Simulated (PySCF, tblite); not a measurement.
**C6H15AlSe: geometry, infrared bands and NMR shifts**

Wanted: the infrared bands and NMR shifts of C6H15AlSe (`[CH3][AlH][C](C)(C)C[Se]C`), by calculation.

The runs use tblite 0.8.0 and PySCF 2.14.0, with density-fitted response routines of our own; the level of theory stands in each step. All values are computed, except where a source is named. Atoms count from 0, in the outputs and in this text.

## Step 1: The molecule as given

23 atoms, charge 0, multiplicity 1; geometry from: force field or distance geometry start.

Bonds of the start (Å): C0–Al1 1.99, Al1–C2 2.00, C2–C3 1.50, C2–C4 1.54, C2–C5 1.48, C5–Se6 1.94, Se6–C7 1.96, C0–H8 1.10, C0–H9 1.12, C0–H10 1.13, Al1–H11 1.58, C3–H12 1.11, C3–H13 1.11, C3–H14 1.11, C4–H15 1.12, C4–H16 1.10, C4–H17 1.09, C5–H18 1.13, C5–H19 1.11, C7–H20 1.09, C7–H21 1.10, C7–H22 1.13.

## Step 2: Geometry optimisation with GFN2-xTB

What the job is given:

```
{"job": {"kind": "relax", "xc": "GFN2-xTB", "basis": "xTB"}, "charge": 0, "multiplicity": 1}
C     -3.238600     1.089300    -0.274800
Al    -1.257000     1.262000    -0.257800
C     -0.279500    -0.468100    -0.031300
C     -0.785900    -1.072100     1.248900
C     -0.723100    -1.302100    -1.242700
C      1.189000    -0.362500    -0.124400
Se     1.981600     0.793800     1.209700
C      3.886600     0.920000     0.764600
H     -3.602500     0.423200    -1.072800
H     -3.573900     0.654200     0.706400
H     -3.719500     2.108400    -0.344800
H     -0.614400     2.673300     0.064500
H     -1.233800    -0.306800     1.919100
H      0.017500    -1.607300     1.802900
H     -1.589000    -1.800100     0.992400
H     -0.160000    -0.863900    -2.110700
H     -1.785400    -1.136900    -1.487700
H     -0.428200    -2.351400    -1.171300
H      1.580600    -1.399800     0.092100
H      1.538900    -0.119800    -1.153400
H      4.465200     0.140700     1.251900
H      3.999900     0.848300    -0.323200
H      4.326800     1.904700     1.098400
```

Started as:

```sh
OMP_NUM_THREADS=1 python probes_run.py task.json out
```

This one command runs all jobs of the session in turn.

**Question.** This job is followed by: GFN2-xTB harmonic vibrations, gas phase; GIAO PBE0/pcSseg-1 NMR shielding, non-relativistic, gas phase. What will the session give for the following? strongest single infrared mode (GFN2-xTB); zero-point energy (GFN2-xTB); 13C shifts against TMS (PBE0/pcSseg-1, means over atoms taken as alike); 1H shifts against TMS (PBE0/pcSseg-1, means over atoms taken as alike); 27Al shifts against AlH4- (PBE0/pcSseg-1); 77Se shifts against Me2Se (PBE0/pcSseg-1).

As calculated:

```
                                                               quantity                              value
                              strongest single infrared mode (GFN2-xTB)               690 cm⁻¹, 408 km/mol
                                           zero-point energy (GFN2-xTB)                     115.9 kcal/mol
13C shifts against TMS (PBE0/pcSseg-1, means over atoms taken as alike)   55.0, 30.6, 30.1, 20.7, -9.5 ppm
 1H shifts against TMS (PBE0/pcSseg-1, means over atoms taken as alike)  4.76, 2.76, 2.26, 1.14, -0.10 ppm
                              27Al shifts against AlH4- (PBE0/pcSseg-1)                          133.9 ppm
                              77Se shifts against Me2Se (PBE0/pcSseg-1)                            -56 ppm
```

Relaxing lowered the energy by 1.191 eV in 176 steps; the close pair that moved most is Al1–Se6, from 3.586 to 2.687 Å. All 63 modes are real, so the xTB geometry is a minimum. The strongest single mode, at 690 cm⁻¹, is carried by Al1, H11, C0. GFN2-xTB is a fitted tight-binding method: band positions and strengths are rough. Its intensities can rank the bands wrongly. At PBE0/pcSseg-1: The largest span, 671 ppm, is at Se6, where the paramagnetic term is -1190 ppm. Spin-orbit coupling is left out, which matters for shieldings and couplings at and beside the heavy atoms.
